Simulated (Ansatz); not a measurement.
# YIn5Rh (P4/mmm): equation of state with a fit from a Python script

Where is the equilibrium volume of YIn5Rh (P4/mmm), and how stiff is it? Aim: an equation of state with a fit, for YIn5Rh (P4/mmm), run from a script.

All numbers are computed with the Python package of Ansatz 0.2.0. Level of theory: DFT PBEsol, plane waves, PAW.

## 1. The structure

Symmetry: P4/mmm, No. 123, tetragonal system. Conventional cell: a = 4.638 Å, b = 4.638 Å, c = 7.443 Å, α = 90.00°, β = 90.00°, γ = 90.00°. Y (site symmetry 4/mmm) is surrounded by 12 In at 3.23 to 3.28 Å. In (site symmetry 2mm) has 2 Rh at 2.75 Å and 1 In at 2.96 Å as nearest neighbours. In (site symmetry 4/mmm) has 8 In at 3.23 Å and 4 Y at 3.28 Å as nearest neighbours. Around Rh (site symmetry 4/mmm) lie 8 In at 2.75 Å.

The script holds or builds the structure itself.

## 2. The code

The input, eos_yin5rh.py:

```python
"""Bulk modulus of YIn5Rh from an E(V) curve."""

import logging
import sys
import warnings

import ansatz as az
import numpy as np

logging.basicConfig(stream=sys.stdout, format="%(levelname)s:%(name)s:%(message)s")
logger = logging.getLogger("calc")
logger.setLevel(logging.INFO)

vectors0 = np.array([
    [4.63782, 0.0, 0.0],
    [0.0, 4.63782, 0.0],
    [0.0, 0.0, 7.44293],
])
sites = [
    ("Y", (0.0, 0.0, 0.0)),
    ("In", (0.0, 0.5, 0.30143)),
    ("In", (0.0, 0.5, 0.69857)),
    ("In", (0.5, 0.0, 0.30143)),
    ("In", (0.5, 0.0, 0.69857)),
    ("In", (0.5, 0.5, 0.0)),
    ("Rh", (0.0, 0.0, 0.5)),
]


def make_crystal(cell):
    crystal = az.Crystal(lattice=az.Lattice.of(cell))
    for symbol, position in sites:
        crystal = crystal.atom(symbol, position)
    return crystal

warnings.simplefilter("ignore", az.DeckWarning)

# uniform scaling of the cell
volumes, energies = [], []
for scale in np.linspace(0.94, 1.06, 7):
    cell = vectors0 * scale ** (1 / 3)
    job = (
        make_crystal(cell).calculation()
        .functional("pbesol")
        .occupations("Fermi-Dirac", width=0.1)  # smearing steadies the SCF of a metal
        .basis(500)
        .kpoints(6, 6, 4)
    )
    rep = job.run().report
    volumes.append(abs(np.linalg.det(cell)) / len(sites))
    energies.append(rep["free_energy_ev"] / len(sites))
    logger.info(f"V = {volumes[-1]:8.4f} A^3/atom  F = {energies[-1]:.5f} eV/atom")

# third-order Birch-Murnaghan: a cubic in V^(-2/3)
x = np.array(volumes) ** (-2 / 3)
poly = np.polynomial.Polynomial.fit(x, energies, 3).convert()
roots = poly.deriv().roots()
x0 = min((r.real for r in roots if abs(r.imag) < 1e-9 and poly.deriv(2)(r.real) > 0), key=lambda r: abs(r - x.mean()))
v0 = x0 ** -1.5
b0 = 4 / 9 * poly.deriv(2)(x0) * v0 ** (-7 / 3) * 160.21766
b1 = 4 + 2 / 3 * x0 * poly.deriv(3)(x0) / poly.deriv(2)(x0)
logger.info(f"V0 = {v0:.4f} A^3/atom, B0 = {b0:.1f} GPa, dB/dP = {b1:.2f}")
```

## 3. Launch

Command:

```sh
python eos_yin5rh.py
```

**Question.** Where does the minimum lie against the volume typed, and how stiff is the crystal?

**Answer**, as computed:

```
                      quantity           value
                 runs compared               7
               range of energy  37.64 meV/atom
lowest point, volume (Å³/atom)          22.413
      equilibrium volume (fit)   22.27 Å³/atom
            bulk modulus (fit)          83 GPa
```

**Reading.** A third-order Birch-Murnaghan fit through the 7 points has its minimum at 22.27 Å³ an atom, 2.6 % below the typed cell, with a bulk modulus of 83 GPa and dB/dP = 5.1. From that minimum the energy rises by 7.5 meV an atom on the compressed side and 37.9 meV on the expanded side. No spin polarisation was allowed. Shape and fractional positions are held along the curve, so the bulk modulus is an upper value where they are free to relax, by a factor of two or more in layered or hydrogen-bonded cells. For a metal this k-point mesh is coarse: on a finer one energies can move by several to tens of meV an atom and pressures by half a GPa or more, differences at one mesh by less. This cell is a computed structure, which may not be the phase found in nature.
